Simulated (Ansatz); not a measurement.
**CH4FNOSn: how energies converge with the basis set**

One table from this session's results is given with a row withheld; the runs are named, their logs left out.

The runs use Ansatz 0.2.0, Gaussian basis; one geometry, several basis sets.

Levels to be run: PBE0-D4/def2-SVP; ωB97M-V/def2-SVP; PBE0-D4/def2-QZVPP; ωB97M-V/def2-QZVPP; the functionals' def2-TZVPP values are taken from earlier runs.

**Structure used throughout**

The geometry comes from an earlier relaxation with PBE0-D4 in a triple-zeta def2 set; it is a stationary point, not always the lowest conformer. Sn takes the def2 core potential; no spin-orbit term is included.

9 atoms, charge 0, spin multiplicity 1.

Atoms are counted from 1 here; the program's logs count them from 0.

Bond lengths: N1–Sn2 2.015 Å, N1–H6 1.007 Å, N1–H7 1.009 Å, Sn2–F3 1.982 Å, C4–O5 1.207 Å, C4–H8 1.103 Å, C4–H9 1.101 Å. Angles: Sn2–N1–H6 125.4°, Sn2–N1–H7 122.6°, H6–N1–H7 112.0°, N1–Sn2–F3 91.2°, O5–C4–H8 120.0°, O5–C4–H9 120.9°, H8–C4–H9 119.1°.

The first run:

File in.yaml:

```yaml
crystal:
  periodic: [false, false, false]
  atoms:
    - {symbol: N, position_ang: [0.628303, 1.649105, -0.980216]}
    - {symbol: Sn, position_ang: [1.132298, 1.045096, 0.874467]}
    - {symbol: F, position_ang: [1.668317, -0.738127, 0.194612]}
    - {symbol: C, position_ang: [-1.075040, -1.422986, 0.715889]}
    - {symbol: O, position_ang: [-1.060914, -0.299942, 1.156638]}
    - {symbol: H, position_ang: [0.312317, 2.573078, -1.227119]}
    - {symbol: H, position_ang: [0.657219, 1.034050, -1.779170]}
    - {symbol: H, position_ang: [-1.995927, -2.027606, 0.777400]}
    - {symbol: H, position_ang: [-0.177974, -1.858868, 0.250499]}
basis:
  gaussian: {orbitals: def2-SVP}
hamiltonian: {xc: pbe0, dispersion: d4}
output: {orbitals: {seedname: orbitals}}
```

Among the steps run: PBE0-D4 in def2-SVP; ωB97M-V in def2-SVP; PBE0-D4 in def2-QZVPP; ωB97M-V in def2-QZVPP.

One of the session's tables, all rows but one given; the rest of the session is left out.

It belongs to the step «Density functionals: the series». 

| functional | basis | HOMO (eV) |
| --- | --- | --- |
| PBE0-D4 | def2-SVP | -6.63 |
| PBE0-D4 | def2-TZVPP | ? |
| PBE0-D4 | def2-QZVPP | -6.90 |
| ωB97M-V | def2-SVP | -8.86 |
| ωB97M-V | def2-TZVPP | -9.11 |
| ωB97M-V | def2-QZVPP | -9.16 |

Q: Estimate the row for PBE0-D4, def2-TZVPP from the others.

**Answer.** HOMO (eV): -6.85. In the column «HOMO (eV)» it lies between PBE0-D4, def2-QZVPP (-6.90) and PBE0-D4, def2-SVP (-6.63).
